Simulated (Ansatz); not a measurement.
Working through a convergence test of the k-point mesh of YbAl2Ge2, space group P-3m1

Computed with Ansatz 0.2.0, Python API.

Run as a notebook:

```python
import warnings

import ansatz as az
import pandas as pd
```

```python
warnings.simplefilter("ignore", az.DeckWarning)
```

```python
ybal2ge2 = (
    az.Lattice.from_parameters(4.179, 4.179, 7.069, alpha=90, beta=90, gamma=120)
    .space_group(164)
    .atom("Yb", [0.0, 0.0, 0.0])
    .atom("Al", [1 / 3, 2 / 3, 0.6323])
    .atom("Ge", [1 / 3, 2 / 3, 0.2585])
)
```

```python
calc = (
    ybal2ge2.calculation()
    .basis(31 * az.Ry, density_ratio=4)
    .occupations("methfessel_paxton")
    .scf(tolerance=1e-09, max_iterations=60)
    .functional(az.Functional.LDA)
    .accuracy("low")
)

rows = []
for value in [1.0, 0.6, 0.4, 0.3]:
    r = calc.kpoints(spacing=value).run().report
    rows.append((value, r["free_energy_ev"] / len(r["lattice"]["sites"]), r["n_iterations"], r["n_kpoints"]))
```

```python
table = pd.DataFrame(rows, columns=["spacing (1/A)", "F/atom (eV)", "iterations", "k-points"])
table.round(5)
```

       spacing (1/A)  F/atom (eV)  iterations  k-points
    0            1.0  -4603.80013          11         2
    1            0.6  -4603.90309          17         6
    2            0.4  -4603.99370          20        12
    3            0.3  -4604.00040          24        17

```python
for row in rows[:-1]:
    shift = 1000 * (row[1] - rows[-1][1])
    print(f"{row[0]}: {shift:+.2f} meV/atom" + ("  (within 2 meV)" if abs(shift) < 2 else ""))
```

    1.0: +200.27 meV/atom
    0.6: +97.31 meV/atom
    0.4: +6.70 meV/atom

Semilocal functionals put the nearly full 4f shell of Yb too close to the Fermi level. The starting cell is as deposited in a crystallographic database; the results hold for this polymorph, which needn't be the stable one. Shifts are counted from the finest mesh, which is itself no proven limit. Wall time of the script: 14 s on 1 thread of Arm Neoverse V2 (shared host), peak memory 0.48 GiB.
